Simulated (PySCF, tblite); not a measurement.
# C₅H₁₁FN₂Si₂: geometry, infrared bands and NMR shifts

Aim: predict the infrared bands and NMR shifts of C₅H₁₁FN₂Si₂ (`Cc1c(F)cnn1[SiH2]C[SiH3]`).

Programs: tblite 0.8.0 and PySCF 2.14.0, with density-fitted response routines of our own. Each step states its level of theory. These are calculated values for one molecule in the gas phase, unless marked as measured. Atoms are numbered from 0 throughout.

**1. The starting structure**

21 atoms, charge 0, multiplicity 1; geometry from: force field or distance geometry start.

Bonds of the start (Å): C0–C1 1.49, C1–C2 1.36, C2–F3 1.34, C2–C4 1.39, C4–N5 1.34, N5–N6 1.35, N6–Si7 1.79, Si7–C8 1.85, C8–Si9 1.84, N6–C1 1.38, C0–H10 1.09, C0–H11 1.09, C0–H12 1.11, C4–H13 1.08, Si7–H14 1.49, Si7–H15 1.49, C8–H16 1.10, C8–H17 1.09, Si9–H18 1.49, Si9–H19 1.48, Si9–H20 1.49.

**2. Geometry optimisation with GFN2-xTB**

What the job is given:

```
{"job": {"kind": "relax", "xc": "GFN2-xTB", "basis": "xTB"}, "charge": 0, "multiplicity": 1}
C     -2.065700    -1.323700     0.837900
C     -1.735400    -0.030200     0.174100
C     -2.404900     1.153100     0.179400
F     -3.577700     1.408400     0.776400
C     -1.667900     2.054700    -0.575700
N     -0.555500     1.488400    -1.053600
N     -0.604700     0.221500    -0.579400
Si     0.718800    -0.920500    -0.940700
C      2.389300    -0.136800    -0.898000
Si     2.710100     0.317700     0.860600
H     -1.331000    -1.589300     1.592100
H     -2.148400    -2.133500     0.107200
H     -3.048500    -1.249500     1.354500
H     -1.875800     3.089800    -0.818900
H      0.657500    -2.085400    -0.017400
H      0.486800    -1.496700    -2.289700
H      2.417300     0.751600    -1.543500
H      3.144400    -0.835100    -1.265400
H      4.033800     0.991600     0.968600
H      2.768300    -0.895000     1.714400
H      1.680600     1.235900     1.416700
```

Launch:

```bash
OMP_NUM_THREADS=1 python probes_run.py task.json out
```

This one command runs all jobs of the session in turn.

**Question.** This job is followed by: GFN2-xTB harmonic vibrations, gas phase; GIAO PBE0/pcSseg-1 NMR shielding, non-relativistic, gas phase. Predict these results of the whole session: strongest single infrared mode (GFN2-xTB); zero-point energy (GFN2-xTB); 13C shifts against TMS (PBE0/pcSseg-1); 1H shifts against TMS (PBE0/pcSseg-1, means over atoms taken as alike); 19F shifts against CFCl3 (PBE0/pcSseg-1); 15N shifts against NH3 (PBE0/pcSseg-1); 29Si shifts against TMS (PBE0/pcSseg-1).

**Answer**, as computed:

```
                                                              quantity                                 value
                             strongest single infrared mode (GFN2-xTB)                 2234 cm⁻¹, 508 km/mol
                                          zero-point energy (GFN2-xTB)                         91.5 kcal/mol
                                13C shifts against TMS (PBE0/pcSseg-1)  159.1, 136.2, 134.2, 10.7, -10.2 ppm
1H shifts against TMS (PBE0/pcSseg-1, means over atoms taken as alike)      7.69, 5.31, 3.75, 2.43, 0.47 ppm
                              19F shifts against CFCl3 (PBE0/pcSseg-1)                            -193.5 ppm
                                15N shifts against NH3 (PBE0/pcSseg-1)                      336.9, 216.6 ppm
                               29Si shifts against TMS (PBE0/pcSseg-1)                      -31.6, -75.4 ppm
```

In words: Relaxing lowered the energy by 0.321 eV in 115 steps; the close pair that moved most is C8–Si9, from 1.844 to 1.907 Å. The lowest mode is slightly imaginary (17i cm⁻¹), a soft motion within the noise of the Hessian, so the minimum is not strictly shown. The strongest single mode, at 2234 cm⁻¹, moves mainly H15. GFN2-xTB is a fitted tight-binding method: band positions and strengths are rough. Its intensities can rank the bands wrongly. At PBE0/pcSseg-1: The largest span, 503 ppm, is at N5, where the paramagnetic term is -395 ppm. NICS(1)zz of -27 ppm above the planar ring from C1 marks a diatropic (aromatic) ring current.
